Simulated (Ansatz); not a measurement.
Working through a comparison of functionals at one structure of Li3Ca, space group Fm-3m

With the Python package of Ansatz (0.2.0).

The script reads `li3ca.extxyz`:
```text
4
Lattice="0.0 3.7668695 3.7668695 3.7668695 0.0 3.7668695 3.7668695 3.7668695 0.0" Properties=species:S:1:pos:R:3 pbc="T T T"
Li    5.65030425    5.65030425    5.65030425
Li    1.88343475    1.88343475    1.88343475
Li    0.00000000    0.00000000    0.00000000
Ca    3.76686950    3.76686950    3.76686950
```

Notebook, run cell by cell (the value of a cell's last expression is shown):

**Cell 1**
```python
import ansatz
from tabulate import tabulate
```

**Cell 2**
```python
crystal = ansatz.Crystal.from_extxyz('li3ca.extxyz')

[site.symbol for site in crystal.resolved().sites]
```
Output:
```text
['Li', 'Li', 'Li', 'Ca']
```

**Cell 3**
```python
model = crystal.calculation()
model = model.accuracy('low').occupations(ansatz.OccupationsMethod.FERMI_DIRAC)
model = model.scf(self_checks='low').basis(420)
model = model.kpoints(3, 3, 3)
model = model.forces().stress()
```

**Cell 4**
```python
rows = []
for value in ['pbesol', 'blyp', 'lda']:
    summary = model.functional(value).run().report
    rows.append((value, summary['free_energy_ev'] / len(summary['lattice']['sites']), summary['n_iterations'], sum(summary['stress_gpa'][i][i] for i in range(3)) / 3, max(abs(f) for row in summary['forces_ev_ang'] for f in row), summary['n_kpoints']))
```

**Cell 5**
```python
print(tabulate(rows, headers=['functional', 'F/atom (eV)', 'iterations', 'P (GPa)', 'max component (eV/A)', 'k-points'], floatfmt='.4f', tablefmt='simple'))
```
Output:
```text
functional      F/atom (eV)    iterations    P (GPa)    max component (eV/A)    k-points
------------  -------------  ------------  ---------  ----------------------  ----------
pbesol            -600.6716             6    -0.5500                  0.0000           4
blyp              -609.3482             7    -0.3188                  0.0000           4
lda               -594.3573             6    -1.3722                  0.0000           4
```

From lowest to highest: LDA (-1.4 GPa), PBEsol (-0.6 GPa) and BLYP (-0.3 GPa). At a fixed cell a lower pressure usually means a smaller equilibrium volume, so LDA prefers the smallest cell and BLYP the largest.

Caveats:
- BLYP can be off by several per cent in the lattices of metals, and by several GPa in the pressure at a fixed cell.
- For a metal this mesh is far too coarse, so the numbers only illustrate the procedure.
- Forces vanish by symmetry here and test nothing.
- Pressure is positive in compression.
- The structure comes from a database of computed cells and needn't be a stable or known phase.
- Total energies of different functionals can't be compared; pressures, moments and gaps at this one structure can.
- The whole script took 2.7 s on 1 thread of Arm Neoverse V1 (shared host), peak memory 0.36 GiB.
